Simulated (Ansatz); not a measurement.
# CCo: the cost of one run

The runs use Ansatz 0.2.0, Gaussian basis; def2-TZVPP, correlated electrons: outside noble gas.

Plan: UHF; CCSD(T) on ROHF; CCSD(T) on UHF; CCSDT(Q) on ROHF; CCSDT(Q) on UHF; CASSCF and MRCISD+Q, 13 electrons in 10 orbitals; CASSCF and NEVPT2, 13 electrons in 10 orbitals.

**1. What is computed**

The geometry is a PBE0/def2-TZVP stationary point (not a proven minimum) of the parent state, kept for this charge and spin. Outer-core shells of the metal stay frozen.

2 atoms, charge 0, spin multiplicity 2.

Atoms are counted from 1 here; the program's logs count them from 0.

Bond lengths: Co1–C2 1.609 Å.

In the tables R marks a restricted open-shell determinant and U an unrestricted one; 'valence' is the active space of 13 electrons in 10 orbitals; correlation energies count from the lowest restricted Hartree-Fock solution.

**2. UHF**

Input file in.yaml:

```yaml
crystal:
  periodic: [false, false, false]
  atoms:
    - {symbol: Co, position_ang: [0.000000, 0.000000, 0.000000]}
    - {symbol: C, position_ang: [0.000000, 0.000000, 1.609200]}
basis:
  gaussian: {orbitals: def2-TZVPP}
magnetization: {spin_polarized: true, initial_magnetization: 1}
hamiltonian: {xc: hf}
output: {orbitals: {seedname: orbitals}}
```

Started as:

```bash
ansatz run in.yaml --threads 1 --pin off --events-out ev --progress --plain --max-ram 2560MiB --backend cpu
```

Q: Estimate wall time and peak memory on 1 thread of AMD EPYC 7R13, shared host.

About 40 s, with a peak of 0.27 GiB.
